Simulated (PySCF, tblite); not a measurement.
# C₄H₁₂Si₂: dynamics, then NMR shifts on frames, part 2 of 2

tblite 0.8.0 and PySCF 2.14.0. Atoms count from 0. The steps go on from the part before.

**5. Shielding tensors: 625 fs, PBE0/pcSseg-1**

The job: settings as JSON, then the geometry in Å.

```
{"job": {"kind": "nmr", "xc": "PBE0", "basis": "pcSseg-1", "pop": false}, "charge": 0, "multiplicity": 1}
C      2.919100    -0.552700     1.427600
C      1.439100    -0.800100     1.776300
Si     0.370800    -1.312700     0.268800
C      0.249700     0.155400    -1.045000
Si    -1.667900     0.259100    -0.824100
C     -1.542700    -1.202200     0.461300
H      3.430700    -1.481100     1.214500
H      3.441600    -0.014800     2.281000
H      3.025800     0.171000     0.620100
H      1.003200     0.073900     2.219700
H      1.354600    -1.662300     2.385000
H      0.775500    -2.631800    -0.360400
H      0.843700     1.028900    -0.758000
H      0.573100    -0.026500    -2.042400
H     -2.097200    -0.290900    -2.154900
H     -2.592000     1.326900    -0.395500
H     -1.997700    -0.865700     1.398400
H     -2.129200    -2.060600     0.076600
```

With the program's defaults for keys left out, this is: GIAO PBE0/pcSseg-1 NMR shielding, non-relativistic, gas phase.

Log:

```text
coarse grid: 15032 points
cycle   1  E = -738.0215076322  dE =  2.001e-01  |g| = 5.562e-01  |ddm| = 3.681e+00
cycle   2  E = -737.9722490639  dE =  4.926e-02  |g| = 6.900e-01  |ddm| = 1.168e+00
cycle   3  E = -738.1025650061  dE = -1.303e-01  |g| = 4.795e-02  |ddm| = 7.334e-01
cycle   4  E = -738.1030864784  dE = -5.215e-04  |g| = 2.446e-02  |ddm| = 8.308e-02
cycle   5  E = -738.1032399961  dE = -1.535e-04  |g| = 4.843e-03  |ddm| = 2.659e-02
cycle   6  E = -738.1032458295  dE = -5.833e-06  |g| = 1.183e-03  |ddm| = 6.276e-03
final grid: 133152 points
cycle   7  E = -738.1391172595  dE = -2.465e-05  |g| = 8.058e-03  |ddm| = 2.203e-02
cycle   8  E = -738.1391084543  dE =  8.805e-06  |g| = 9.851e-03  |ddm| = 1.619e-02
cycle   9  E = -738.1391341719  dE = -2.572e-05  |g| = 4.532e-04  |ddm| = 9.117e-03
cycle  10  E = -738.1391342071  dE = -3.517e-08  |g| = 1.876e-04  |ddm| = 6.192e-04
cycle  11  E = -738.1391342159  dE = -8.838e-09  |g| = 4.031e-05  |ddm| = 1.950e-04
cycle  12  E = -738.1391342163  dE = -3.699e-10  |g| = 1.256e-05  |ddm| = 5.615e-05
converged SCF energy = -738.1391342163

GIAO shielding tensors (ppm)
atom      isotropic    diamagn.    paramagn.     s11        s22        s33       span
  0 C      176.079     244.963     -68.883    164.405    174.017    189.815     25.410
  1 C      177.705     254.268     -76.563    166.527    176.993    189.594     23.066
  2 Si     346.533     881.540    -535.007    305.712    363.713    370.175     64.463
  3 C      180.432     258.758     -78.326    155.337    183.715    202.243     46.906
  4 Si     386.303     880.363    -494.060    336.124    361.335    461.449    125.324
  5 C      185.829     259.112     -73.282    164.907    187.742    204.839     39.931
  6 H       30.747      27.780       2.967     26.117     28.214     37.909     11.792
  7 H       29.309      25.602       3.707     24.359     26.623     36.945     12.587
  8 H       30.522      30.665      -0.143     25.389     30.729     35.446     10.057
  9 H       31.194      34.098      -2.905     26.161     30.468     36.952     10.791
 10 H       31.429      31.039       0.390     26.517     30.144     37.626     11.109
 11 H       26.034      29.843      -3.809     23.116     24.582     30.404      7.288
 12 H       30.944      33.921      -2.976     26.801     29.488     36.545      9.744
 13 H       31.122      33.210      -2.088     26.812     28.422     38.132     11.319
 14 H       26.289      29.664      -3.375     23.479     24.216     31.171      7.692
 15 H       26.510      29.138      -2.628     23.081     24.293     32.156      9.075
 16 H       31.094      32.089      -0.995     27.278     28.216     37.788     10.510
 17 H       30.218      30.194       0.024     26.156     27.269     37.228     11.072
```

It took 21 s on 1 thread of Intel Xeon Platinum 8488C, shared host; peak memory 0.82 GiB.

In short: δ C0 10.8, C1 9.2, C3 6.5, C5 1.1, H11 5.68, H14 5.43 ppm.

**6. NMR shieldings: 800 fs, PBE0/pcSseg-1**

The job: settings as JSON, then the geometry in Å.

```
{"job": {"kind": "nmr", "xc": "PBE0", "basis": "pcSseg-1", "pop": false}, "charge": 0, "multiplicity": 1}
C      2.924800    -0.768700     1.479800
C      1.422300    -0.870600     1.535100
Si     0.602500    -1.012000    -0.128600
C     -0.080600     0.543800    -1.032700
Si    -1.868400    -0.106600    -0.705100
C     -1.245400    -1.477800     0.303900
H      3.341700    -1.592300     0.937100
H      3.420500    -0.819600     2.452200
H      3.274100     0.128100     0.993500
H      1.006100    -0.051900     2.205100
H      1.290200    -1.859200     2.165100
H      1.329600    -1.858300    -0.987800
H      0.306200     1.494600    -0.633800
H      0.099600     0.485400    -2.088400
H     -2.614600    -0.294100    -1.954300
H     -2.779800     0.727000     0.137900
H     -1.503600    -1.217700     1.333300
H     -1.586600    -2.474000     0.192100
```

Method: GIAO PBE0/pcSseg-1 NMR shielding, non-relativistic, gas phase.

Log:

```text
coarse grid: 15032 points
cycle   1  E = -738.0177547763  dE =  4.045e-01  |g| = 5.676e-01  |ddm| = 3.706e+00
cycle   2  E = -737.9766299563  dE =  4.112e-02  |g| = 6.791e-01  |ddm| = 1.147e+00
cycle   3  E = -738.1007930284  dE = -1.242e-01  |g| = 4.380e-02  |ddm| = 7.209e-01
cycle   4  E = -738.1012595270  dE = -4.665e-04  |g| = 2.056e-02  |ddm| = 7.910e-02
cycle   5  E = -738.1013649781  dE = -1.055e-04  |g| = 4.651e-03  |ddm| = 2.282e-02
cycle   6  E = -738.1013701377  dE = -5.160e-06  |g| = 1.232e-03  |ddm| = 5.524e-03
final grid: 133152 points
cycle   7  E = -738.1358180287  dE = -2.656e-05  |g| = 7.991e-03  |ddm| = 2.355e-02
cycle   8  E = -738.1358095763  dE =  8.452e-06  |g| = 9.798e-03  |ddm| = 1.615e-02
cycle   9  E = -738.1358348091  dE = -2.523e-05  |g| = 3.758e-04  |ddm| = 8.914e-03
cycle  10  E = -738.1358348331  dE = -2.403e-08  |g| = 1.618e-04  |ddm| = 4.736e-04
cycle  11  E = -738.1358348394  dE = -6.273e-09  |g| = 3.073e-05  |ddm| = 1.506e-04
cycle  12  E = -738.1358348396  dE = -2.055e-10  |g| = 7.623e-06  |ddm| = 3.919e-05
converged SCF energy = -738.1358348396

GIAO shielding tensors (ppm)
atom      isotropic    diamagn.    paramagn.     s11        s22        s33       span
  0 C      175.970     242.653     -66.682    163.806    172.799    191.307     27.501
  1 C      163.343     249.425     -86.082    149.911    162.542    177.576     27.666
  2 Si     350.305     881.615    -531.309    303.458    355.120    392.337     88.879
  3 C      190.107     257.528     -67.421    175.455    192.002    202.863     27.409
  4 Si     385.735     880.584    -494.849    353.478    357.274    446.454     92.977
  5 C      191.383     259.821     -68.439    178.452    189.064    206.631     28.179
  6 H       31.121      28.484       2.638     26.422     29.655     37.287     10.865
  7 H       30.338      26.350       3.988     25.315     27.604     38.095     12.780
  8 H       30.968      29.264       1.703     26.253     29.374     37.276     11.024
  9 H       29.186      31.435      -2.249     25.051     29.013     33.494      8.443
 10 H       28.384      28.618      -0.233     23.028     28.812     33.312     10.284
 11 H       27.300      31.542      -4.242     24.206     25.914     31.780      7.575
 12 H       30.795      31.934      -1.139     26.420     28.309     37.657     11.237
 13 H       31.432      31.911      -0.480     27.410     28.398     38.487     11.078
 14 H       26.738      29.244      -2.506     23.390     24.905     31.918      8.528
 15 H       26.440      29.374      -2.934     23.071     24.367     31.882      8.811
 16 H       31.162      33.561      -2.399     27.868     28.995     36.622      8.754
 17 H       32.187      31.693       0.494     27.831     28.416     40.313     12.482
```

Wall time 21 s (1 thread of Intel Xeon Platinum 8488C, shared host); peak memory 0.83 GiB.

Key values: δ C1 23.6, C0 11.0, C3 -3.2, C5 -4.5, H15 5.28, H14 4.98 ppm.

**7. Shielding tensors: 1000 fs, PBE0/pcSseg-1**

The job: settings as JSON, then the geometry in Å.

```
{"job": {"kind": "nmr", "xc": "PBE0", "basis": "pcSseg-1", "pop": false}, "charge": 0, "multiplicity": 1}
C      3.190900    -1.221100     1.175600
C      1.671000    -1.034400     1.395800
Si     0.690900    -0.695300    -0.292200
C     -0.223800     0.955500    -0.607500
Si    -1.930900     0.139700    -0.433400
C     -1.081800    -1.434200     0.103400
H      3.311600    -2.129200     0.560800
H      3.829200    -1.377900     2.051200
H      3.615300    -0.371500     0.659700
H      1.385700    -0.349100     2.174300
H      1.290200    -2.053500     1.702100
H      1.408400    -1.207800    -1.492600
H     -0.165700     1.746600     0.128300
H      0.012300     1.375200    -1.572500
H     -2.422600     0.015500    -1.867900
H     -3.105800     0.665200     0.341500
H     -1.228500    -1.729900     1.136500
H     -1.270300    -2.332500    -0.519400
```

With the program's defaults for keys left out, this is: GIAO PBE0/pcSseg-1 NMR shielding, non-relativistic, gas phase.

Log:

```text
coarse grid: 15032 points
cycle   1  E = -738.0165933397  dE =  2.321e-01  |g| = 5.669e-01  |ddm| = 3.683e+00
cycle   2  E = -737.9670451907  dE =  4.955e-02  |g| = 6.999e-01  |ddm| = 1.172e+00
cycle   3  E = -738.1004796996  dE = -1.334e-01  |g| = 4.679e-02  |ddm| = 7.389e-01
cycle   4  E = -738.1009883275  dE = -5.086e-04  |g| = 2.355e-02  |ddm| = 8.366e-02
cycle   5  E = -738.1011303720  dE = -1.420e-04  |g| = 4.928e-03  |ddm| = 2.555e-02
cycle   6  E = -738.1011362907  dE = -5.919e-06  |g| = 1.290e-03  |ddm| = 6.123e-03
final grid: 133152 points
cycle   7  E = -738.1366264193  dE = -2.376e-05  |g| = 8.109e-03  |ddm| = 2.211e-02
cycle   8  E = -738.1366169334  dE =  9.486e-06  |g| = 1.004e-02  |ddm| = 1.658e-02
cycle   9  E = -738.1366437205  dE = -2.679e-05  |g| = 4.248e-04  |ddm| = 9.232e-03
cycle  10  E = -738.1366437501  dE = -2.961e-08  |g| = 1.725e-04  |ddm| = 5.440e-04
cycle  11  E = -738.1366437573  dE = -7.200e-09  |g| = 3.520e-05  |ddm| = 1.638e-04
cycle  12  E = -738.1366437576  dE = -2.665e-10  |g| = 1.237e-05  |ddm| = 5.022e-05
converged SCF energy = -738.1366437576

GIAO shielding tensors (ppm)
atom      isotropic    diamagn.    paramagn.     s11        s22        s33       span
  0 C      173.242     242.955     -69.714    159.762    173.637    186.327     26.564
  1 C      162.192     252.802     -90.609    141.535    162.647    182.395     40.860
  2 Si     347.159     881.416    -534.257    302.704    342.954    395.819     93.115
  3 C      185.101     258.327     -73.227    156.691    191.075    207.537     50.846
  4 Si     390.503     880.501    -489.998    348.308    367.748    455.454    107.146
  5 C      180.920     259.849     -78.929    153.471    189.257    200.031     46.560
  6 H       30.135      27.601       2.534     25.372     28.907     36.126     10.753
  7 H       30.298      25.942       4.356     25.649     27.296     37.948     12.299
  8 H       30.808      28.932       1.875     25.748     29.763     36.912     11.165
  9 H       30.380      33.243      -2.862     26.340     30.197     34.604      8.263
 10 H       29.739      31.663      -1.924     24.918     30.273     34.025      9.107
 11 H       26.535      30.569      -4.034     23.592     25.484     30.530      6.937
 12 H       30.973      32.795      -1.822     27.181     28.668     37.070      9.889
 13 H       31.032      32.069      -1.037     26.718     27.735     38.642     11.925
 14 H       26.214      29.134      -2.920     23.631     24.168     30.842      7.211
 15 H       26.369      28.543      -2.175     23.081     24.047     31.978      8.897
 16 H       31.318      33.590      -2.272     27.259     29.766     36.928      9.669
 17 H       30.096      30.789      -0.693     26.481     27.140     36.668     10.186
```

Run time: 20 s. Hardware: 1 thread of Intel Xeon Platinum 8488C, shared host; peak memory 0.81 GiB.

In short: δ C1 24.7, C0 13.7, C5 6.0, C3 1.8, H14 5.50, H15 5.35 ppm.

**8. Side by side: NMR shifts**

Shifts (ppm) of some atoms, chosen among heavy atoms and hydrogens apart, with basis size and wall time:

```tsv
frame	C1	C5	C3	H17	H10	Si2	Si4	functions	time
250 fs	21.7	5.5	-2.4	0.97	0.79	12.1	-47.0	176	21 s
425 fs	14.4	12.9	2.7	1.35	2.90	-18.7	-51.3	176	21 s
625 fs	9.2	1.1	6.5	1.50	0.29	2.6	-37.1	176	21 s
800 fs	23.6	-4.5	-3.2	-0.47	3.33	-1.1	-36.6	176	21 s
1000 fs	24.7	6.0	1.8	1.62	1.98	2.0	-41.3	176	20 s
```

**9. Summary of results**

The summary covers parts 1 to 2.

```
                                       quantity                                                                       value
                                     thermostat                                                                       300 K
                  mean temperature, second half                                                                       312 K
        mean potential energy above the minimum                                                                     0.59 eV
 13C shifts against TMS (PBE0/pcSseg-1, 250 fs)                                                    21.7, 7.4, 5.5, -2.4 ppm
  1H shifts against TMS (PBE0/pcSseg-1, 250 fs)  5.75, 5.06, 4.40, 1.80, 1.52, 1.23, 1.20, 0.97, 0.79, 0.77, 0.33, 0.02 ppm
29Si shifts against TMS (PBE0/pcSseg-1, 250 fs)                                                             12.1, -47.0 ppm
                      range of the shift of Si2                                                           -18.7 to 12.1 ppm
```

In words: In the second half the potential energy averages 0.59 eV above the minimum; equipartition over 48 harmonic modes at 300 K would give 0.62 eV. With 18 atoms the temperature swings widely (173 to 438 K). Shifts at one fixed geometry are not the observed spectrum, which averages over the motion. In the first frame run (250 fs): Shielding is most anisotropic at Si2 (span 87 ppm, paramagnetic term -545 ppm). Across the 5 runs the shift of Si2 moves most, between -18.7 (425 fs) and 12.1 ppm (250 fs).
